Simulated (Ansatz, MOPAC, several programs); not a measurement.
**Many methods on one cell: AgLaS2 (ordering on rocksalt)**

AgLaS2 as one 4-atom ordering (R-3m) on the rocksalt lattice, relaxed with r2SCAN in Ansatz, was computed with several methods. It is trigonal, R-3m (No. 166); conventional cell a = 4.260 Å, c = 17.788 Å, 23.30 Å³ an atom. Ag is surrounded by 6 S at 2.86 Å; La is surrounded by 6 S at 2.89 Å; S is surrounded by 3 Ag at 2.86 Å and 3 La at 2.89 Å. No spin polarisation. The prototype was imposed, so other structures may be more stable.

```yaml
crystal:
  lattice:
    - [2.13004, 1.22978, 5.92924]
    - [-2.13004, 1.22978, 5.92924]
    - [0.00000, -2.45955, 5.92924]
  atoms:
    - { symbol: Ag, position: [0.00000, 0.00000, 0.00000] }
    - { symbol: La, position: [0.50000, 0.50000, 0.50000] }
    - { symbol: S, position: [0.25180, 0.25180, 0.25180] }
    - { symbol: S, position: [0.74820, 0.74820, 0.74820] }
```

Gaps and times are for a single point on this cell; volume and bulk modulus come from each method's own relaxation or energy curve at fixed shape, which is too stiff where a cell has free coordinates or axes. Times are rough, from shared hosts (Arm Neoverse V2), and each method has its own mesh and cell size. A double dagger marks a value from a curve with shape and coordinates held. PM7 (MOPAC) treats a cluster of cells at its zone centre, which samples few k points: where these miss a band edge, the gap comes out too large for that reason alone. Gaps from k meshes are read at a limited set of points (mesh, symmetry points, PBE's band edges), so each method's own least gap may be somewhat smaller. xTB and the PM methods were fitted mostly to molecules, and can miss a solid's gap by electronvolts. d marks a direct gap, i an indirect one (no mark: not told apart), a dash a value that wasn't computed or didn't pass its checks.

```csv
method,kind,gap (eV),own volume (Å³/atom),bulk modulus (GPa),atoms computed,processor time
light PBE (260 eV and a coarse mesh),light plane-wave,2.26 i,–,–,4,1.7 s
PBE,semilocal,2.24 i,23.39,68‡,4,9.7 s
r2SCAN,semilocal,2.60 i,23.30,73‡,4,27 s
PM7 (MOPAC),semi-empirical,5.91,–,–,108,3.1 min
```

Against r2SCAN (2.60 eV) and with closed or daggered gaps left aside, the nearest gap at the points sampled is that of light PBE (260 eV and a coarse mesh) (-0.34 eV) and the farthest that of PM7 (MOPAC) (+3.31 eV). r2SCAN is only a yardstick of convenience: semilocal gaps usually lie below measured ones, which GLLB-SC and hybrids aim to mend.

Runs without a result: GFN1-xTB (tblite) (single point), GFN2-xTB (tblite) (single point), GLLB-SC (GPAW) (single point), PBE/single zeta (GPAW) (single point).

Spin-orbit coupling is left out.
